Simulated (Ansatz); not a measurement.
**H₇NSeSi₂: one species, many methods**

One table from this session's results is given with a row withheld; the runs are named, their logs left out.

Computed with Ansatz 0.2.0, Gaussian basis. Level: functionals in def2-TZVPP, the program's frozen cores in correlated methods.

Levels to be run: PBE-D4, r2SCAN-D4, PBE0-D4, B3LYP-D4, ωB97X-V, ωB97M-V, B2PLYP; CCSD(T)/def2-TZVPP; MP2/def2-QZVPP; extrapolation to the limit.

### The relaxed structure

All runs share one geometry, relaxed beforehand with PBE0-D4 in a triple-zeta def2 set.

SMILES `N[SiH2][SiH2][SeH]`, 11 atoms, charge 0, spin multiplicity 1.

Atoms are counted from 1 here; the program's logs count them from 0.

Bond lengths: N1–Si2 1.718 Å, N1–H5 1.007 Å, N1–H6 1.009 Å, Si2–Si3 2.337 Å, Si2–H7 1.498 Å, Si2–H8 1.489 Å, Si3–Se4 2.299 Å, Si3–H9 1.488 Å, Si3–H10 1.486 Å, Se4–H11 1.470 Å. Angles: Si2–N1–H5 121.2°, Si2–N1–H6 118.4°, H5–N1–H6 111.6°, N1–Si2–Si3 105.1°, N1–Si2–H7 116.2°, N1–Si2–H8 109.0°, Si3–Si2–H7 107.3°, Si3–Si2–H8 112.9°, H7–Si2–H8 106.6°, Si2–Si3–Se4 106.9°, Si2–Si3–H9 113.6°, Si2–Si3–H10 112.9°, Se4–Si3–H9 110.7°, Se4–Si3–H10 103.3°, H9–Si3–H10 108.9°, Si3–Se4–H11 93.2°.

The first run:

Contents of in.yaml:

```yaml
crystal:
  periodic: [false, false, false]
  atoms:
    - {symbol: N, position_ang: [-1.035410, 1.288111, -0.789887]}
    - {symbol: Si, position_ang: [-0.967510, 0.252683, 0.578907]}
    - {symbol: Si, position_ang: [1.265412, -0.424238, 0.718676]}
    - {symbol: Se, position_ang: [1.895545, -1.090596, -1.388958]}
    - {symbol: H, position_ang: [-1.875295, 1.793358, -1.020881]}
    - {symbol: H, position_ang: [-0.521140, 1.024394, -1.616568]}
    - {symbol: H, position_ang: [-1.805077, -0.987463, 0.512823]}
    - {symbol: H, position_ang: [-1.419549, 1.007774, 1.779406]}
    - {symbol: H, position_ang: [1.497729, -1.512278, 1.706848]}
    - {symbol: H, position_ang: [2.192785, 0.699079, 1.012467]}
    - {symbol: H, position_ang: [0.837909, -2.107824, -1.472232]}
basis:
  gaussian: {orbitals: def2-TZVPP}
hamiltonian: {xc: pbe, dispersion: d4}
output: {forces: true, orbitals: {seedname: orbitals}}
```

Command:

```console
$ ansatz run in.yaml --threads 4 --pin off --events-out ev --progress --plain --max-ram 10444MiB
```

Steps of the session up to this table: PBE-D4 (GGA); r2SCAN-D4 (meta-GGA); PBE0-D4 (hybrid); B3LYP-D4 (hybrid); ωB97X-V (range-separated); ωB97M-V (range-separated); B2PLYP (double hybrid); CCSD(T) in def2-TZVPP; MP2 in def2-QZVPP.

One table of the session follows, with a row left open; its other results are not shown here.

```
            method  atomisation energy (kcal/mol)
            PBE-D4                          794.5
         r2SCAN-D4                          792.3
           PBE0-D4                          786.9
          B3LYP-D4                          794.7
           ωB97X-V                          801.4
           ωB97M-V                          793.9
            B2PLYP                              ?
     HF/def2-TZVPP                          567.3
    MP2/def2-TZVPP                          769.2
   CCSD/def2-TZVPP                          761.1
CCSD(T)/def2-TZVPP                          771.2
           MP2/CBS                          795.3
       CCSD(T)/CBS                          797.3
```

Estimate the missing values for B2PLYP.

**Answer.** atomisation energy (kcal/mol): 781.1. In the column «atomisation energy (kcal/mol)» it lies between CCSD(T)/def2-TZVPP (771.2) and PBE0-D4 (786.9).

Among the levels timed on like hardware and quicker than the yardstick, those that no quicker one beats, quickest first: PBE-D4 (3.2 s, -2.8 kcal/mol); B3LYP-D4 (6.5 s, -2.5 kcal/mol).

B2PLYP carry no dispersion term (for B3LYP, D4 adds 10.8 kcal/mol).

To keep in mind: All levels share the lack of spin-orbit coupling, which lowers the free heavy atoms and so the true binding.
